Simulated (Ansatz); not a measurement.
This script for the Ansatz DFT code, driven from Python starts 8 runs on H₅NSi₂Zn, SMILES [SiH3][N]1[SiH2][Zn]1. What input does the engine get in each?

The script, `scan.py`:
```python
import ansatz as az
import numpy as np

config = {
    "basis": "def2-SVP",
    "method": "MP2",
}

GEOMETRY = """
Si   -0.17130    1.18910   -0.65150
N    -0.52970   -0.50590   -0.35910
Si    0.01920   -0.85500    1.28430
Zn    0.04920   -2.01590   -1.08590
H    -0.67470    1.56950   -2.03580
H    -0.95770    2.06640    0.31180
H     1.24770    1.51560   -0.55370
H    -0.42060   -2.15030    1.71830
H     1.52650   -0.85990    1.35450
"""

mol = az.Crystal.molecule()
for line in GEOMETRY.strip().splitlines():
    symbol, *xyz = line.split()
    mol = mol.atom(symbol, [float(v) for v in xyz])

symbols = [site.symbol for site in mol.cartesian_sites]
start = np.array([site.position_ang for site in mol.cartesian_sites])
axis = (start[5] - start[0]) / np.linalg.norm(start[5] - start[0])
moving = [5]
lengths, energies = [1.339, 1.4, 1.461, 1.522, 1.583, 1.644, 1.704, 1.796], []
for length in lengths:
    xyz = start.copy()
    xyz[moving] += (length - np.linalg.norm(start[5] - start[0])) * axis
    point = az.Crystal.molecule()
    for symbol, xyz in zip(symbols, xyz):
        point = point.atom(symbol, xyz.tolist())
    calc = (
        point.calculation()
        .basis(gaussian=config["basis"])
        .correlation(config["method"])
    )
    report = calc.run().report
    energies.append(report["free_energy_ev"])
    print(f"r = {length:6.3f} A  E = {energies[-1]:.5f} eV  <S^2> = {abs(report['mean_field']['state']['spin_squared']):.3f}")

fit = np.polynomial.Polynomial.fit(lengths, np.array(energies) - min(energies), 4).convert()
roots = [r.real for r in fit.deriv().roots() if abs(r.imag) < 1e-9 and fit.deriv(2)(r.real) > 0]
r_e = min(roots, key=lambda r: abs(r - lengths[int(np.argmin(energies))]))
print(f"minimum of the fit at {r_e:.4f} A, force constant {fit.deriv(2)(r_e):.2f} eV/A^2")
```

Run 1:
```yaml
crystal:
  periodic: [false, false, false]
  atoms:
    - { symbol: Si, position_ang: [-0.1713, 1.1891, -0.6515] }
    - { symbol: "N", position_ang: [-0.5297, -0.5059, -0.3591] }
    - { symbol: Si, position_ang: [0.0192, -0.855, 1.2843] }
    - { symbol: Zn, position_ang: [0.0492, -2.0159, -1.0859] }
    - { symbol: H, position_ang: [-0.6747, 1.5695, -2.0358] }
    - { symbol: H, position_ang: [-0.8632142255937116, 1.9609926120464942, 0.1960597323428566] }
    - { symbol: H, position_ang: [1.2477, 1.5156, -0.5537] }
    - { symbol: H, position_ang: [-0.4206, -2.1503, 1.7183] }
    - { symbol: H, position_ang: [1.5265, -0.8599, 1.3545] }
basis:
  gaussian:
    orbitals: def2-SVP
correlation:
  method: mp2
```

Run 2, against run 1:
```diff
-    - { symbol: H, position_ang: [-0.8632142255937116, 1.9609926120464942, 0.1960597323428566] }
+    - { symbol: H, position_ang: [-0.8947353366924542, 1.9961572493391277, 0.23467149012695981] }
```

Run 3, against run 1:
```diff
-    - { symbol: H, position_ang: [-0.8632142255937116, 1.9609926120464942, 0.1960597323428566] }
+    - { symbol: H, position_ang: [-0.926256447791197, 2.031321886631761, 0.2732832479110632] }
```

Run 4, against run 1:
```diff
-    - { symbol: H, position_ang: [-0.8632142255937116, 1.9609926120464942, 0.1960597323428566] }
+    - { symbol: H, position_ang: [-0.9577775588899397, 2.0664865239243944, 0.31189500569516637] }
```

Run 5, against run 1:
```diff
-    - { symbol: H, position_ang: [-0.8632142255937116, 1.9609926120464942, 0.1960597323428566] }
+    - { symbol: H, position_ang: [-0.9892986699886822, 2.101651161217028, 0.3505067634792696] }
```

Run 6, against run 1:
```diff
-    - { symbol: H, position_ang: [-0.8632142255937116, 1.9609926120464942, 0.1960597323428566] }
+    - { symbol: H, position_ang: [-1.0208197810874249, 2.1368157985096614, 0.3891185212633728] }
```

Run 7, against run 1:
```diff
-    - { symbol: H, position_ang: [-0.8632142255937116, 1.9609926120464942, 0.1960597323428566] }
+    - { symbol: H, position_ang: [-1.0518241526599585, 2.171403966338481, 0.4270972994116711] }
```

Run 8, against run 1:
```diff
-    - { symbol: H, position_ang: [-0.8632142255937116, 1.9609926120464942, 0.1960597323428566] }
+    - { symbol: H, position_ang: [-1.0993641890711772, 2.2244391570093383, 0.48533142590572853] }
```

Running `python scan.py` prints:
```text
r =  1.339 A  E = -65665.67874 eV  <S^2> = 0.000
r =  1.400 A  E = -65665.85502 eV  <S^2> = 0.000
r =  1.461 A  E = -65665.93055 eV  <S^2> = 0.000
r =  1.522 A  E = -65665.92815 eV  <S^2> = 0.000
r =  1.583 A  E = -65665.86609 eV  <S^2> = 0.000
r =  1.644 A  E = -65665.75888 eV  <S^2> = 0.000
r =  1.704 A  E = -65665.62050 eV  <S^2> = 0.000
r =  1.796 A  E = -65665.36406 eV  <S^2> = 0.000
minimum of the fit at 1.4887 A, force constant 18.62 eV/A^2
```

Reading the output:
- Total energies depend on the basis set; only differences at equal settings carry meaning.
- The rest of the molecule is held rigid at a force-field or estimated start geometry, and the basis set is modest; single-reference methods fail as a bond breaks.
- The orbitals are restricted, so S² is zero by construction.
- S² is that of the Hartree-Fock reference.
- Finished in 36 s on 1 thread of Intel(R) Xeon(R) 6975P-C (Granite Rapids), on a shared host, peak memory 0.33 GiB.

(Lines on the test bed's own set-up are left out of the output.)
